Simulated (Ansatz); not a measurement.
**Mg (bcc type): how the settings move a single-point run**

Aim: see which settings change the result for Mg (bcc type), by how much, and at what cost.

Program: Ansatz 0.2.0. Level of theory: reference: DFT, LDA, PAW with Ansatz's default frozen-core files, scalar-relativistic. These are calculated values, not measurements.

1 further run of the same task is left out (it didn't finish). Runs told in other sessions of the task aren't counted.

## 1. Starting point

Symmetry: Im-3m, No. 229, cubic system. Conventional cell: a = 3.201 Å, b = 3.201 Å, c = 3.201 Å, α = 90.00°, β = 90.00°, γ = 90.00°. Around Mg (site symmetry m-3m) lie 8 Mg at 2.77 Å.

As a file:

```xyz
1
Lattice="-1.6006 1.6006 1.6006 1.6006 -1.6006 1.6006 1.6006 1.6006 -1.6006" Properties=species:S:1:pos:R:3 pbc="T T T"
Mg    0.0000    0.0000    0.0000
```

## 2. Reference

input.yaml reads:

```yaml
crystal:
  lattice:
    - [-1.6005590804, 1.6005590804, 1.6005590804]
    - [1.6005590804, -1.6005590804, 1.6005590804]
    - [1.6005590804, 1.6005590804, -1.6005590804]
  atoms:
    - { symbol: Mg, position: [0.0, 0.0, 0.0] }
kpoints:
  mp_grid: { grid: [15, 15, 15] }
scf:
  occupations: { method: fermi_dirac, width: 0.08 }
hamiltonian:
  xc: lda
  pseudopotentials: { kind: paw }
output:
  forces: true
  stress: true
  eigenvalues: true
  populations: true
  write_density: true
  write_potential: true
  elf: true
  volumetric_format: npy
```

Command:

```sh
ansatz run input.yaml --threads 1 --pin off --max-ram 2048MiB --backend cpu --events-out ev --progress --plain --runs-dir out
```

## 3. Changed: occupations.method cold, occupations.width 0.001

Edit input.yaml of step 2 so:

```diff
@@ -10,3 +10,3 @@
 scf:
-  occupations: { method: fermi_dirac, width: 0.08 }
+  occupations: { method: cold, width: 0.001 }
 hamiltonian:
```

**Question.** What will these runs give? Wanted: for each run, ending; energy change; pressure; gap; force.

As calculated:

| run | ending | energy change | pressure (GPa) | gap (eV) | force (eV/Å) | cycles | time |
| --- | --- | --- | --- | --- | --- | --- | --- |
| reference | converged | 0 | 18.4 | 0.00 | 0.00 | 6 | 1.6 s |
| 1: occupations.method cold, occupations.width 0.001 | converged | +0.4 meV/atom (σ→0) | 18.4 | 0.00 | 0.00 | 5 | 1.8 s |

Residual by cycle in the longest SCF loop of each run; runs are numbered as in the table. The quantity is the density residual dr2, in eV.

| cycle | reference | run 1 |
| --- | --- | --- |
| 1 | 0.00313 | 0.00312 |
| 2 | 2.8e-4 | 2.8e-4 |
| 3 | 1.7e-5 | 1.6e-5 |
| 4 | 4.8e-8 | 3.8e-8 |
| 5 | 1.3e-10 | 3.4e-11 |
| 6 | 2.8e-12 | - |

What this shows: Changing the smearing leaves the energy as it was (+0.4 meV/atom). Cost: 5 SCF cycles against 6. The structure is not at rest: the sound run finds 18 GPa, so these are no properties of the relaxed crystal. 
